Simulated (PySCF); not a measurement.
The system is FCBrH2, in a box.

```xyz
5
Lattice="12.0000 0.0000 0.0000 0.0000 11.0000 0.0000 0.0000 0.0000 11.0000" Properties=species:S:1:pos:R:3 pbc="T T T"
F     7.0685    6.4631    5.5873
C     6.5316    5.2257    5.5009
Br    4.8367    5.2799    4.5691
H     7.1893    4.5788    4.9239
H     6.3319    4.8409    6.4989
```

Base run:

* Program: PySCF 2.14.0
* Functional: SVWN5
* Potentials or basis: 6-31g* (all-electron)
* k mesh: 1 × 1 × 1
* Occupations: fixed
* Spin: no spin polarisation

Its results: gap between the frontier levels 5.70 eV.

After a change of settings the same cell gave: gap between the frontier levels 5.84 eV. Which change was it?
A. functional from SVWN5 to r2SCAN0; dispersion from none to D4
B. functional from SVWN5 to OLYP
C. functional from SVWN5 to B3PW91; dispersion from none to D3

B.

Caveats: this is a molecule in a periodic box at the Γ point, so its band gap is the HOMO-LUMO gap; relativity is left out, which matters for the heavier elements; the basis of atomic orbitals isn't converged, which shifts pressures, moduli and gaps.
